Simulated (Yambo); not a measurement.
Input of a Yambo 5.3.0 run:

bse2.in

```
optics
bse
bss
rim_cut
em1s
RandQpts= 1000000
RandGvec= 50 RL
Chimod= "HARTREE"
% BndsRnXs
 1 | 39 |
%
NGsBlkXs= 5 Ry
% LongDrXs
 1 | 0 | 0 |
%
BSKmod= "SEX"
BSEmod= "retarded"
BSSmod= "d"
% BSEQptR
 1 | 1 |
%
% BSEBands
 13 | 16 |
%
BSENGexx= 20 Ry
BSENGBlk= 5 Ry
% BEnRange
 0 | 20 | eV
%
% BDmRange
 0.1 | 0.1 | eV
%
BEnSteps= 200
% BLongDir
 1 | 0 | 0 |
%
BSEprop= "abs"
WRbsWF
% KfnQP_E
 0.71 | 1.0 | 1.0 |
%
```

Contents of scf.in:

```
&CONTROL
  calculation = 'scf'
  prefix = 'pwscf'
  outdir = './tmp'
  pseudo_dir = './pseudo'
/
&SYSTEM
  ibrav = 0
  nat = 2
  ntyp = 2
  ecutwfc = 80
  nbnd = 21
  occupations = 'smearing'
  smearing = 'fd'
  degauss = 0.00367493
  force_symmorphic = .true.
/
&ELECTRONS
  conv_thr = 4d-10
  electron_maxstep = 120
  mixing_beta = 0.5
/
ATOMIC_SPECIES
Sb   121.7600 Sb.upf
Ga    69.7230 Ga.upf
CELL_PARAMETERS angstrom
   0.0000000000    3.0176570942    3.0176570942
   3.0176570942    0.0000000000    3.0176570942
   3.0176570942    3.0176570942    0.0000000000
ATOMIC_POSITIONS crystal
Sb     0.7500000000    0.7500000000    0.7500000000
Ga     0.0000000000    0.0000000000    0.0000000000
K_POINTS automatic
8 8 8 0 0 0
```

File nscf.in:

```
&CONTROL
  calculation = 'nscf'
  prefix = 'pwscf'
  outdir = './tmp'
  pseudo_dir = './pseudo'
/
&SYSTEM
  ibrav = 0
  nat = 2
  ntyp = 2
  ecutwfc = 80
  nbnd = 114
  occupations = 'fixed'
  force_symmorphic = .true.
/
&ELECTRONS
  conv_thr = 1d-08
  diago_full_acc = .true.
  diago_thr_init = 1d-06
/
ATOMIC_SPECIES
Sb   121.7600 Sb.upf
Ga    69.7230 Ga.upf
CELL_PARAMETERS angstrom
   0.0000000000    3.0176570942    3.0176570942
   3.0176570942    0.0000000000    3.0176570942
   3.0176570942    3.0176570942    0.0000000000
ATOMIC_POSITIONS crystal
Sb     0.7500000000    0.7500000000    0.7500000000
Ga     0.0000000000    0.0000000000    0.0000000000
K_POINTS automatic
4 4 4 0 0 0
```

Potentials or basis: PseudoDojo 0.4.1 SR PBE standard.

Run with:

```console
$ OMP_NUM_THREADS=1 pw.x -in scf.in > scf.out
$ OMP_NUM_THREADS=1 pw.x -in nscf.in > nscf.out
$ cd tmp/pwscf.save; p2y; mv SAVE ../..; cd ../..
$ OMP_NUM_THREADS=1 yambo
$ mkdir -p bse2; ln -s $PWD/g0w00/ndb.RIM bse2/
$ OMP_NUM_THREADS=1 yambo -F bse2.in -J bse2 -C bse2_out
$ OMP_NUM_THREADS=1 ypp -J bse2 -C bse2_out -e s -b 1
```

Estimate the lowest exciton energy.

1.05 eV.

What does it give for the lowest bright exciton energy?

1.05 eV.

Estimate the band gap on the k mesh, mean-field level.

0.34 eV, direct.

Lowest exciton energies (eV): 1.05, 1.05, 2.31, 2.31, 2.31, 2.33, 2.33, 2.34

Caveat: the k mesh is coarse (spacing up to 0.45 Å⁻¹), so the values aren't converged; the scissor is the correction of the direct gap in an earlier G0W0 run on the same states; exciton energies and binding change strongly with the k mesh and aren't converged on this one; spectra need much finer meshes, so this one isn't converged; spin-orbit coupling is left out, which moves the levels of the heavy elements. A k mesh can miss the band edges.
